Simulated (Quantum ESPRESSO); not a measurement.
# MgB (Pm-3m) in Quantum ESPRESSO: further runs

One crystal, MgB, is run at these levels: PBE; tasks: phonons.

Everything below comes from runs of Quantum ESPRESSO 7.5. Logs are shortened: lines on timing, memory, paths and dates and some standing lists are left out, and cuts for length are marked.

### Step 1. Starting point

Symmetry: Pm-3m, No. 221, cubic system. Conventional cell: a = 2.895 Å, b = 2.895 Å, c = 2.895 Å, α = 90.00°, β = 90.00°, γ = 90.00°. Mg (site symmetry m-3m) is surrounded by 8 B at 2.51 Å. B (site symmetry m-3m) has 8 Mg at 2.51 Å as nearest neighbours.

The cell was built by a generator and needn't be a form met in nature.

### Step 2. Phonons, PBE

pw.in reads:

```
&CONTROL
  calculation = 'scf'
  prefix = 'pwscf'
  outdir = './tmp'
  pseudo_dir = './pseudo'
  tprnfor = .true.
  tstress = .true.
  disk_io = 'low'
/
&SYSTEM
  ibrav = 0
  A = 2.89515
  nat = 2
  ntyp = 2
  ecutwfc = 55
  ecutrho = 440
  nbnd = 7
  occupations = 'smearing'
  smearing = 'mv'
  degauss = 0.01469973
/
&ELECTRONS
  conv_thr = 4d-10
  electron_maxstep = 120
  mixing_beta = 0.5
/
ATOMIC_SPECIES
Mg    24.3050 Mg.pbe-n-kjpaw_psl.0.3.0.UPF
B     10.8100 b_pbe_v1.4.uspp.F.UPF
CELL_PARAMETERS alat
   1.0000000000    0.0000000000    0.0000000000
   0.0000000000    1.0000000000    0.0000000000
   0.0000000000    0.0000000000    1.0000000000
ATOMIC_POSITIONS alat
Mg     0.0000000000    0.0000000000    0.0000000000
B      0.5000000000    0.5000000000    0.5000000000
K_POINTS automatic
9 9 9 0 0 0
```

scf2.in reads:

```
&CONTROL
  calculation = 'scf'
  prefix = 'pwscf'
  outdir = './tmp'
  pseudo_dir = './pseudo'
  tprnfor = .true.
  tstress = .true.
  disk_io = 'low'
/
&SYSTEM
  ibrav = 0
  A = 2.89515
  nat = 2
  ntyp = 2
  ecutwfc = 55
  ecutrho = 440
  nbnd = 7
  occupations = 'smearing'
  smearing = 'mv'
  degauss = 0.01469973
/
&ELECTRONS
  conv_thr = 1d-13
  electron_maxstep = 120
  mixing_beta = 0.5
  startingpot = 'file'
  startingwfc = 'file'
/
ATOMIC_SPECIES
Mg    24.3050 Mg.pbe-n-kjpaw_psl.0.3.0.UPF
B     10.8100 b_pbe_v1.4.uspp.F.UPF
CELL_PARAMETERS alat
   1.0000000000    0.0000000000    0.0000000000
   0.0000000000    1.0000000000    0.0000000000
   0.0000000000    0.0000000000    1.0000000000
ATOMIC_POSITIONS alat
Mg     0.0000000000    0.0000000000    0.0000000000
B      0.5000000000    0.5000000000    0.5000000000
K_POINTS automatic
9 9 9 0 0 0
```

ph.in reads:

```
phonons of MgB
&INPUTPH
  prefix = 'pwscf'
  outdir = './tmp'
  tr2_ph = 1d-18
  fildyn = 'dyn'
  niter_ph = 90
  alpha_mix(1) = 0.4
/
0.0000000000 0.0000000000 0.0000000000
```

dynmat.in reads:

```
&INPUT
  fildyn = 'dyn'
  asr = 'crystal'
  filout = 'dynmat.disp'
  fileig = 'dynmat.eig'
/
```

Potentials or basis: SSSP 1.3 efficiency PBE.

The run is started by

```bash
> OMP_NUM_THREADS=1 pw.x -in pw.in > pw.out
> OMP_NUM_THREADS=1 pw.x -in scf2.in > scf2.out
> OMP_NUM_THREADS=1 ph.x -in ph.in > ph.out
> OMP_NUM_THREADS=1 dynmat.x -in dynmat.in > dynmat.out
```

pw.out:

```text
This program is part of the open-source Quantum ESPRESSO suite
     for quantum simulation of materials; please cite
         "P. Giannozzi et al., J. Phys.:Condens. Matter 21 395502 (2009);
         "P. Giannozzi et al., J. Phys.:Condens. Matter 29 465901 (2017);
         "P. Giannozzi et al., J. Chem. Phys. 152 154105 (2020);
     in publications or presentations arising from this work. More details at

     file Mg.pbe-n-kjpaw_psl.0.3.0.UPF: wavefunction(s)  3S renormalized
     Message from routine setup:
     using ibrav=0 with symmetry is DISCOURAGED, use correct ibrav instead

     G-vector sticks info
     --------------------
     sticks:   dense  smooth     PW     G-vecs:    dense   smooth      PW
     Sum        1049     517    169                25533     9045    1575

     Using Slab Decomposition

     bravais-lattice index     =            0
     lattice parameter (alat)  =       5.4710  a.u.
     unit-cell volume          =     163.7607 (a.u.)^3
     number of atoms/cell      =            2
     number of atomic types    =            2
     number of electrons       =         5.00
     number of Kohn-Sham states=            7
     kinetic-energy cutoff     =      55.0000  Ry
     charge density cutoff     =     440.0000  Ry
     scf convergence threshold =      4.0E-10
     mixing beta               =       0.5000
     number of iterations used =            8  plain     mixing
     Exchange-correlation=  SLA  PW   PBX  PBC
                           (   1   4   3   4   0   0   0)

     celldm(1)=   5.471041  celldm(2)=   0.000000  celldm(3)=   0.000000
     celldm(4)=   0.000000  celldm(5)=   0.000000  celldm(6)=   0.000000

     crystal axes: (cart. coord. in units of alat)
               a(1) = (   1.000000   0.000000   0.000000 )
               a(2) = (   0.000000   1.000000   0.000000 )
               a(3) = (   0.000000   0.000000   1.000000 )

     reciprocal axes: (cart. coord. in units 2 pi/alat)
               b(1) = (  1.000000  0.000000  0.000000 )
               b(2) = (  0.000000  1.000000  0.000000 )
               b(3) = (  0.000000  0.000000  1.000000 )

     PseudoPot. # 1 for Mg read from file:
     Mg.pbe-n-kjpaw_psl.0.3.0.UPF
     Pseudo is Projector augmented-wave + core cor, Zval =  2.0
     Generated using "atomic" code by A. Dal Corso  v.5.0.99 svn rev. 10869
     Shape of augmentation charge: PSQ
     Using radial grid of 1129 points,  4 beta functions with:
                l(1) =   0
                l(2) =   0
                l(3) =   1
                l(4) =   1
     Q(r) pseudized with 0 coefficients

     PseudoPot. # 2 for B  read from file:
     b_pbe_v1.4.uspp.F.UPF
     Pseudo is Ultrasoft + core correction, Zval =  3.0
     Generated by new atomic code, or converted to UPF format
     Using radial grid of  781 points,  4 beta functions with:
                l(1) =   0
                l(2) =   0
                l(3) =   1
                l(4) =   1
     Q(r) pseudized with  8 coefficients,  rinner =    1.100   1.100   1.100

     atomic species   valence    mass     pseudopotential
     Mg                2.00    24.30500     Mg( 1.00)
     B                 3.00    10.81000     B ( 1.00)

     48 Sym. Ops., with inversion, found

   Cartesian axes

     site n.     atom                  positions (alat units)
         1        Mg     tau(   1) = (   0.0000000   0.0000000   0.0000000  )
         2        B      tau(   2) = (   0.5000000   0.5000000   0.5000000  )

     number of k points=    35  Marzari-Vanderbilt smearing, width (Ry)=  0.0147
                       cart. coord. in units 2pi/alat
        k(    1) = (   0.0000000   0.0000000   0.0000000), wk =   0.0027435
        k(    2) = (   0.0000000   0.0000000   0.1111111), wk =   0.0164609
        k(    3) = (   0.0000000   0.0000000   0.2222222), wk =   0.0164609
        k(    4) = (   0.0000000   0.0000000   0.3333333), wk =   0.0164609
        k(    5) = (   0.0000000   0.0000000   0.4444444), wk =   0.0164609
        k(    6) = (   0.0000000   0.1111111   0.1111111), wk =   0.0329218
[... 27 lines left out ...]
        k(   34) = (   0.3333333   0.4444444   0.4444444), wk =   0.0658436
        k(   35) = (   0.4444444   0.4444444   0.4444444), wk =   0.0219479

     Dense  grid:    25533 G-vectors     FFT dimensions: (  40,  40,  40)

     Smooth grid:     9045 G-vectors     FFT dimensions: (  25,  25,  25)

     Initial potential from superposition of free atoms

     starting charge       4.9988, renormalised to       5.0000
     Starting wfcs are    8 randomized atomic wfcs

     Self-consistent Calculation

     iteration #  1     ecut=    55.00 Ry     beta= 0.50
     Davidson diagonalization with overlap
     ethr =  1.00E-02,  avg # of iterations =  3.7

     Threshold (ethr) on eigenvalues was too large:
     Diagonalizing with lowered threshold

     Davidson diagonalization with overlap
     ethr =  7.13E-04,  avg # of iterations =  1.2

     total energy              =     -39.88938795 Ry
     estimated scf accuracy    <       0.03487822 Ry

     iteration #  2     ecut=    55.00 Ry     beta= 0.50
     Davidson diagonalization with overlap
     ethr =  6.98E-04,  avg # of iterations =  1.0

     total energy              =     -39.89273844 Ry
     estimated scf accuracy    <       0.00243219 Ry

     iteration #  3     ecut=    55.00 Ry     beta= 0.50
     Davidson diagonalization with overlap
     ethr =  4.86E-05,  avg # of iterations =  2.5

     total energy              =     -39.89304503 Ry
     estimated scf accuracy    <       0.00030017 Ry
[... 12 lines left out ...]
     total energy              =     -39.89319052 Ry
     estimated scf accuracy    <       0.00000014 Ry

     iteration #  6     ecut=    55.00 Ry     beta= 0.50
     Davidson diagonalization with overlap
     ethr =  2.87E-09,  avg # of iterations =  2.3

     total energy              =     -39.89319055 Ry
     estimated scf accuracy    <       0.00000004 Ry

     iteration #  7     ecut=    55.00 Ry     beta= 0.50
     Davidson diagonalization with overlap
     ethr =  7.70E-10,  avg # of iterations =  1.9

     End of self-consistent calculation

          k = 0.0000 0.0000 0.0000 (  1141 PWs)   bands (ev):

    -4.3097   8.9669   8.9669   8.9669  13.4899  13.4899  15.3996

          k = 0.0000 0.0000 0.1111 (  1133 PWs)   bands (ev):

    -4.1139   7.5399   9.0777   9.0777  13.7080  14.5799  15.9682

          k = 0.0000 0.0000 0.2222 (  1133 PWs)   bands (ev):

    -3.5338   5.1664   9.3815   9.3815  14.3607  15.4318  17.7866

          k = 0.0000 0.0000 0.3333 (  1133 PWs)   bands (ev):

    -2.6005   2.9057   9.7785   9.7785  15.4386  16.1436  18.5915

          k = 0.0000 0.0000 0.4444 (  1141 PWs)   bands (ev):
[... 111 lines left out ...]
          k = 0.3333 0.3333 0.4444 (  1119 PWs)   bands (ev):

     1.5693   3.9905   5.8899   6.9627  11.4821  11.5672  13.4264

          k = 0.3333 0.4444 0.4444 (  1112 PWs)   bands (ev):

     2.5660   4.5518   4.8089   7.1726  10.1023  12.1229  12.1296

          k = 0.4444 0.4444 0.4444 (  1088 PWs)   bands (ev):

     3.5792   5.1513   5.1513   5.8996  10.7516  10.7516  10.7534

     the Fermi energy is     6.6009 ev

!    total energy              =     -39.89319056 Ry
     estimated scf accuracy    <          7.3E-11 Ry
     smearing contrib. (-TS)   =      -0.00036259 Ry
     internal energy E=F+TS    =     -39.89282797 Ry

     The total energy is F=E-TS. E is the sum of the following terms:
     one-electron contribution =       3.89553681 Ry
     hartree contribution      =       0.51754362 Ry
     xc contribution           =      -4.49757230 Ry
     ewald contribution        =      -8.50077752 Ry
     one-center paw contrib.   =     -31.30755858 Ry

     convergence has been achieved in   7 iterations

     Forces acting on atoms (cartesian axes, Ry/au):

     atom    1 type  1   force =     0.00000000    0.00000000    0.00000000
     atom    2 type  2   force =     0.00000000    0.00000000    0.00000000

     Total force =     0.000000     Total SCF correction =     0.000000

     Computing stress (Cartesian axis) and pressure

          total   stress  (Ry/bohr**3)                   (kbar)     P=       -1.85
  -0.00001257   0.00000000   0.00000000           -1.85        0.00        0.00
   0.00000000  -0.00001257   0.00000000            0.00       -1.85        0.00
   0.00000000   0.00000000  -0.00001257            0.00        0.00       -1.85

=------------------------------------------------------------------------------=
   JOB DONE.
=------------------------------------------------------------------------------=
```

scf2.out:

```text
This program is part of the open-source Quantum ESPRESSO suite
     for quantum simulation of materials; please cite
         "P. Giannozzi et al., J. Phys.:Condens. Matter 21 395502 (2009);
         "P. Giannozzi et al., J. Phys.:Condens. Matter 29 465901 (2017);
         "P. Giannozzi et al., J. Chem. Phys. 152 154105 (2020);
[... 317 lines left out ...]
   0.00000000  -0.00001260   0.00000000            0.00       -1.85        0.00
   0.00000000   0.00000000  -0.00001260            0.00        0.00       -1.85

=------------------------------------------------------------------------------=
   JOB DONE.
=------------------------------------------------------------------------------=
```

Wall time 30 s (1 thread of Arm Neoverse V2, shared host); peak memory 0.08 GiB.

What came out:

```
Free energy                   : -542.7745 eV
Pressure after relaxing       : -0.2 GPa
Band gap on the k mesh        : none (metal or under the smearing width)
Highest phonon frequency at Γ : 387 cm⁻¹
```

Levels at points of the mesh, in eV from the Fermi level:
```
           k point  band 1  band 2  band 3  band 4  band 5  band 6  band 7
(0.00, 0.00, 0.00)  -10.91    2.37    2.37    2.37    6.89    6.89    8.80
```

Phonon frequencies in cm⁻¹ (negative: imaginary):
| q point | frequencies |
| --- | --- |
| (0.000, 0.000, 0.000) | -4 -4 -4 387 387 387 |

Optical modes at Γ, degenerate ones joined:
```csv
cm⁻¹,components,symmetry,active in
387,3,T1u,IR
```

Caveat: the mesh is thin for the phonons of a metal.

### Step 3. Phonons, PBE

pw.in: that of step 2 with these lines changed.

```diff
@@ -14,5 +14,5 @@
   ntyp = 2
-  ecutwfc = 55
-  ecutrho = 440
-  nbnd = 7
+  ecutwfc = 45
+  ecutrho = 360
+  nbnd = 12
   occupations = 'smearing'
@@ -27,3 +27,3 @@
 ATOMIC_SPECIES
-Mg    24.3050 Mg.pbe-n-kjpaw_psl.0.3.0.UPF
+Mg    24.3050 mg_pbe_v1.4.uspp.F.UPF
 B     10.8100 b_pbe_v1.4.uspp.F.UPF
```

scf2.in: that of step 2 with these lines changed.

```diff
@@ -14,5 +14,5 @@
   ntyp = 2
-  ecutwfc = 55
-  ecutrho = 440
-  nbnd = 7
+  ecutwfc = 45
+  ecutrho = 360
+  nbnd = 12
   occupations = 'smearing'
@@ -29,3 +29,3 @@
 ATOMIC_SPECIES
-Mg    24.3050 Mg.pbe-n-kjpaw_psl.0.3.0.UPF
+Mg    24.3050 mg_pbe_v1.4.uspp.F.UPF
 B     10.8100 b_pbe_v1.4.uspp.F.UPF
```

ph.in is that of step 2.

dynmat.in is that of step 2.

Potentials or basis: GBRV 1.5 PBE.

The run is started by

```bash
> OMP_NUM_THREADS=1 pw.x -in pw.in > pw.out
> OMP_NUM_THREADS=1 pw.x -in scf2.in > scf2.out
> OMP_NUM_THREADS=1 ph.x -in ph.in > ph.out
> OMP_NUM_THREADS=1 dynmat.x -in dynmat.in > dynmat.out
```

pw.out:

```text
This program is part of the open-source Quantum ESPRESSO suite
     for quantum simulation of materials; please cite
[... 9 lines left out ...]
     --------------------
     sticks:   dense  smooth     PW     G-vecs:    dense   smooth      PW
     Sum         861     429    137                18853     6667    1213

     Using Slab Decomposition

     bravais-lattice index     =            0
     lattice parameter (alat)  =       5.4710  a.u.
     unit-cell volume          =     163.7607 (a.u.)^3
     number of atoms/cell      =            2
     number of atomic types    =            2
     number of electrons       =        13.00
     number of Kohn-Sham states=           12
     kinetic-energy cutoff     =      45.0000  Ry
     charge density cutoff     =     360.0000  Ry
     scf convergence threshold =      4.0E-10
     mixing beta               =       0.5000
     number of iterations used =            8  plain     mixing
     Exchange-correlation=  SLA  PW   PBX  PBC
[... 153 lines left out ...]
     ethr =  2.61E-11,  avg # of iterations =  2.0

     End of self-consistent calculation

          k = 0.0000 0.0000 0.0000 (   847 PWs)   bands (ev):

   -67.0350 -33.7894 -33.7894 -33.7894  -2.5843  10.6723  10.6723  10.6723
    15.1978  15.1978  17.1412  26.3998
[... 168 lines left out ...]
   -67.0235 -33.8284 -33.8281 -33.8281   5.2849   6.8574   6.8574   7.6047
    12.4628  12.4628  12.4663  18.9013

     the Fermi energy is     8.3075 ev

!    total energy              =    -131.59879648 Ry
     estimated scf accuracy    <          1.8E-11 Ry
     smearing contrib. (-TS)   =      -0.00036233 Ry
     internal energy E=F+TS    =    -131.59843415 Ry

     The total energy is F=E-TS. E is the sum of the following terms:
     one-electron contribution =     -94.41277794 Ry
     hartree contribution      =      47.92498501 Ry
     xc contribution           =     -19.78822629 Ry
     ewald contribution        =     -65.32241492 Ry

     convergence has been achieved in   8 iterations

     Forces acting on atoms (cartesian axes, Ry/au):

     atom    1 type  1   force =     0.00000000    0.00000000    0.00000000
     atom    2 type  2   force =     0.00000000    0.00000000    0.00000000

     Total force =     0.000000     Total SCF correction =     0.000000

     Computing stress (Cartesian axis) and pressure

          total   stress  (Ry/bohr**3)                   (kbar)     P=       -0.31
  -0.00000210   0.00000000   0.00000000           -0.31        0.00        0.00
   0.00000000  -0.00000210   0.00000000            0.00       -0.31        0.00
   0.00000000   0.00000000  -0.00000210            0.00        0.00       -0.31

=------------------------------------------------------------------------------=
   JOB DONE.
=------------------------------------------------------------------------------=
```

ph.out:

```text
This program is part of the open-source Quantum ESPRESSO suite
     for quantum simulation of materials; please cite
         "P. Giannozzi et al., J. Phys.:Condens. Matter 21 395502 (2009);
         "P. Giannozzi et al., J. Phys.:Condens. Matter 29 465901 (2017);
         "P. Giannozzi et al., J. Chem. Phys. 152 154105 (2020);
     in publications or presentations arising from this work. More details at

     IMPORTANT: XC functional enforced from input :
[... 293 lines left out ...]
     freq (   4-   6) =        386.4  [cm-1]   --> T_1u G_15  G_4- I

     INITIALIZATION:

     DYNAMICAL MATRIX:

      Additional routines

=------------------------------------------------------------------------------=
   JOB DONE.
=------------------------------------------------------------------------------=
```

It took 47 s on 1 thread of Arm Neoverse V2, shared host; peak memory 0.11 GiB.

Results:

```yaml
Free_energy: -1790.4928 eV
Pressure_after_relaxing: 0.0 GPa
Band_gap_on_the_k_mesh: none (metal or under the smearing width)
Highest_phonon_frequency_at_Γ: 386 cm⁻¹
```

Levels at points of the mesh, in eV from the Fermi level:
| k point | band 2 | band 3 | band 4 | band 5 | band 6 | band 7 | band 8 | band 9 | band 10 | band 11 |
| --- | --- | --- | --- | --- | --- | --- | --- | --- | --- | --- |
| (0.00, 0.00, 0.00) | -42.10 | -42.10 | -42.10 | -10.89 | 2.36 | 2.36 | 2.36 | 6.89 | 6.89 | 8.83 |

Phonon frequencies in cm⁻¹ (negative: imaginary):
| q point | frequencies |
| --- | --- |
| (0.000, 0.000, 0.000) | -11 -11 -11 386 386 386 |

Optical modes at Γ, degenerate ones joined:
| cm⁻¹ | components | symmetry | active in |
| --- | --- | --- | --- |
| 387 | 3 | T1u | IR |

Caveat: the mesh is thin for the phonons of a metal.

(Part 1 of 3 ends here.)
